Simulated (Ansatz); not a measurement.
# AlO4: the cost of one run

Method: DFT PBE, scalar-relativistic, plane waves, PAW, in Ansatz 0.2.0.

## 1. Starting point

It takes space group I4/m (No. 87, tetragonal). The conventional cell has a = 5.308 Å, b = 5.308 Å, c = 3.295 Å, α = 90.00°, β = 90.00°, γ = 90.00°. Al (site symmetry 4/m) has 12 O at 2.35 to 2.37 Å as nearest neighbours. Around O (site symmetry m) lie 9 O at 2.35 to 2.38 Å and 3 Al at 2.35 to 2.37 Å.

As a file:

```cif
data_structure
_symmetry_space_group_name_H-M 'P 1'
_symmetry_Int_Tables_number 1
_cell_length_a 4.0988
_cell_length_b 4.0988
_cell_length_c 4.0988
_cell_angle_alpha 99.297
_cell_angle_beta 99.297
_cell_angle_gamma 132.602
_cell_volume 46.41
loop_
_atom_site_label
_atom_site_type_symbol
_atom_site_fract_x
_atom_site_fract_y
_atom_site_fract_z
_atom_site_occupancy
Al1 Al 0.00000 0.00000 0.00000 1
O1 O 0.19972 0.39996 0.59968 1
O2 O 0.80028 0.60004 0.40032 1
O3 O 0.39996 0.80028 0.20024 1
O4 O 0.60004 0.19972 0.79976 1
```

A structure generator made this guess: species swapped into a database cell of TmAu4 (I4/m, No. 87), with Al on the Tm sites and O on the Au sites. Its size is a rough estimate.

## 2. The guess as it stands, on a coarse mesh

Input file input.yaml:

```yaml
crystal:
  lattice:
    - [-2.65387639, 2.65387639, 1.64742322]
    - [2.65387639, -2.65387639, 1.64742322]
    - [2.65387639, 2.65387639, -1.64742322]
  atoms:
    - { symbol: Al, position: [0.0, 0.0, 0.0] }
    - { symbol: O, position: [0.19972314, 0.39996032, 0.59968346] }
    - { symbol: O, position: [0.80027686, 0.60003968, 0.40031654] }
    - { symbol: O, position: [0.39996032, 0.80027686, 0.20023718] }
    - { symbol: O, position: [0.60003968, 0.19972314, 0.79976282] }
basis:
  ecutwfc: 420
kpoints:
  mp_grid: { grid: [6, 6, 6] }
hamiltonian:
  xc: pbe
scf:
  occupations: { method: gaussian, width: 0.1 }
  lower_state_search: "off"
output:
  forces: true
  stress: true
  eigenvalues: true
```

Run with:

```console
$ ansatz run input.yaml --threads 1 --pin off --max-ram 2560MiB --backend cpu --events-out ev --progress --plain --runs-dir out
```

What time and memory should one allow on 1 thread of Intel Xeon at 2.70GHz, shared host?

About 1.5 s, with a peak of 0.34 GiB.
